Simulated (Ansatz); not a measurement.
# CH7BClN: the cost of one run

Program: Ansatz 0.2.0. Level of theory: RKS PBE0/6-31G*. These are calculated values, not measurements.

### 1 The structure to begin with

Bond lengths: B1–Cl2 2.210 Å, B1–C3 1.600 Å, C3–H4 1.110 Å, C3–H5 1.110 Å, C3–H6 1.110 Å, B1–H7 1.190 Å, B1–N8 1.850 Å, N8–H9 1.060 Å, N8–H10 1.060 Å, Cl2–H11 1.382 Å, N8–H11 1.175 Å. Angles (14 of 20 angles, heavy atoms first): Cl2–B1–C3 120.0°, Cl2–B1–N8 71.6°, C3–B1–N8 96.8°, B1–Cl2–H11 66.1°, Cl2–B1–H7 120.0°, C3–B1–H7 120.0°, H7–B1–N8 101.3°, B1–C3–H4 109.5°, B1–C3–H5 109.5°, B1–C3–H6 109.5°, B1–N8–H9 120.0°, B1–N8–H10 120.0°, B1–N8–H11 83.6°, Cl2–H11–N8 138.7°.

Structure file:

```xyz
11

B     0.0000    0.0000    0.0000
Cl    0.0000    0.0000    2.2100
C     1.3856    0.0000   -0.8000
H     1.7152   -1.0462   -0.9702
H     1.2491    0.5080   -1.7774
H     2.1552    0.5381   -0.2082
H    -1.0305    0.0000   -0.5950
N     0.0829    1.7537    0.5833
H     0.4765    1.9752    1.5423
H    -0.2631    2.5370   -0.0414
H     0.0597    1.2619    1.6502
```

### 2 A restrained relaxation towards end A

Springs on the bonds that form and break draw the guess towards this end; the thresholds are loose.

File input.yaml:

```yaml
crystal:
  periodic: [false, false, false]
  atoms:
    - { symbol: B, position_ang: [0.0, 0.0, 0.0] }
    - { symbol: Cl, position_ang: [0.0, 0.0, 2.21] }
    - { symbol: C, position_ang: [1.3856, 0.0, -0.8] }
    - { symbol: H, position_ang: [1.7152, -1.0462, -0.9702] }
    - { symbol: H, position_ang: [1.2491, 0.508, -1.7774] }
    - { symbol: H, position_ang: [2.1552, 0.5381, -0.2082] }
    - { symbol: H, position_ang: [-1.0305, 0.0, -0.595] }
    - { symbol: "N", position_ang: [0.0829, 1.7537, 0.5833] }
    - { symbol: H, position_ang: [0.4765, 1.9752, 1.5423] }
    - { symbol: H, position_ang: [-0.2631, 2.537, -0.0414] }
    - { symbol: H, position_ang: [0.0597, 1.2619, 1.6502] }
basis:
  gaussian: { orbitals: "6-31G*" }
hamiltonian:
  xc: pbe0
relax:
  f_tol: 0.15
  max_steps: 25
  restrain:
    - { distance: [0, 7], at: 2.75, k: 30.0 }
    - { distance: [10, 1], at: 2.57, k: 30.0 }
    - { distance: [0, 1], at: 1.86, k: 30.0 }
    - { distance: [10, 7], at: 1.06, k: 30.0 }
```

Run with:

```bash
$ ansatz run input.yaml --threads 1 --pin off --max-ram 2048MiB --backend cpu --events-out ev --progress --plain --runs-dir out
```

What time and memory should one allow on 1 thread of AMD EPYC 7R43 (Zen 3), shared host?

About 62 s, with a peak of 0.16 GiB.
